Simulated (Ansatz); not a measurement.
# C2H8GeSi: single point in a Gaussian basis in Python

A script is to give a single point in a Gaussian basis; the system is C2H8GeSi.

Computed with Ansatz 0.2.0, driven from Python. Level of theory: MP2/6-31G*.

### Step 1. The system

Bond lengths: C1–C2 1.272 Å, C2–Si3 1.833 Å, C2–Ge4 1.958 Å, C1–H5 1.132 Å, C1–H6 1.125 Å, Si3–H7 1.532 Å, Si3–H8 1.428 Å, Si3–H9 1.500 Å, Ge4–H10 1.486 Å, Ge4–H11 1.591 Å, Ge4–H12 1.535 Å. Angles (14 of 18 angles, heavy atoms first): C1–C2–Si3 120.4°, C1–C2–Ge4 120.5°, Si3–C2–Ge4 119.0°, C2–C1–H5 122.5°, C2–C1–H6 124.5°, C2–Si3–H7 108.2°, C2–Si3–H8 110.3°, C2–Si3–H9 111.9°, C2–Ge4–H10 109.7°, C2–Ge4–H11 104.7°, C2–Ge4–H12 108.5°, H5–C1–H6 112.9°, H7–Si3–H8 107.3°, H7–Si3–H9 106.9°.

No structure file is read: the coordinates are typed or built in the script.

### Step 2. Script

c2h8gesi.py

```python
# -*- coding: utf-8 -*-
import ansatz as az
from ase import Atoms
import numpy as np
import pandas as pd

atoms = Atoms(["C", "C", "Si", "Ge", "H", "H", "H", "H", "H", "H", "H", "H"], positions=[
    (-0.7937, 1.3987, -0.1006),
    (-0.188, 0.2848, -0.0016),
    (-0.1614, -0.6181, 1.5938),
    (0.7984, -0.4499, -1.5255),
    (-0.8693, 1.965, -1.0777),
    (-1.3595, 1.8932, 0.7366),
    (1.2975, -0.7592, 2.0398),
    (-0.6831, -1.9364, 1.4256),
    (-0.8773, 0.136, 2.6751),
    (1.8036, 0.5388, -1.9941),
    (-0.3113, -0.7203, -2.6334),
    (1.4211, -1.7879, -1.1041),
])
system = az.Crystal.molecule_from_ase(atoms)

calculation = system.calculation().basis(gaussian="6-31G*").correlation("mp2").forces()
out = calculation.run()
r = out.report

for key in ("converged", "free_energy_ev", "reference_energy_ev", "n_frozen", "n_occupied", "n_virtual"):
    print(f"{key:22s} {r[key]}")

print("correlation energy", round(r["free_energy_ev"] - r["reference_energy_ev"], 5), "eV")
cluster = r["correlation"].get("coupled_cluster")
if cluster:
    print("cycles", cluster["cycles"], " T1 diagnostic", round(cluster["t1_diagnostic"], 4), " largest double", round(cluster["largest_double"], 4))

state = r["mean_field"]["state"]
print(f"mean field: {state['energy']['hartree']:.7f} Ha, <S^2> = {abs(state['spin_squared']):.4f}, stability: {state.get('stability', {}).get('kind')}")

symbols = [site.symbol for site in system.cartesian_sites]
forces = np.array(r["forces_ev_ang"])
print("largest force", round(float(np.linalg.norm(forces, axis=1).max()), 4), "eV/A, rms", round(float(np.sqrt((forces ** 2).mean())), 4))

charges = r["charge_distribution"]
table = pd.DataFrame({"atom": symbols, "mulliken": charges["mulliken_charges_e"], "lowdin": charges["lowdin_charges_e"]})
print(table.round(3).to_string())
print("dipole (e A):", np.round(charges["dipole_moment_e_ang"], 4) + 0.0)
```

### Step 3. Launch

Command:

```
python c2h8gesi.py
```

**Question.** What results will this script give? Wanted: total energy; largest force; dipole moment.

The runs gave:

| quantity | value |
| --- | --- |
| total energy | -66529.4984 eV |
| largest force | 6.594 eV/Å |
| dipole moment | 0.73 D |

In words: Forces reach 6.59 eV/Å, so the atoms aren't at rest. Notes:
- The geometry is a force-field or estimated start, not a minimum of this method, and the basis set is short of its limit.
- The Löwdin charges here are taken after orthogonalising the functions within each atom; they differ from plain Löwdin charges, and their signs can be unphysical.
- Inner cores stay frozen; a filled d shell under the valence of the heavier atoms is correlated with it.
- S² is that of the Hartree-Fock reference.
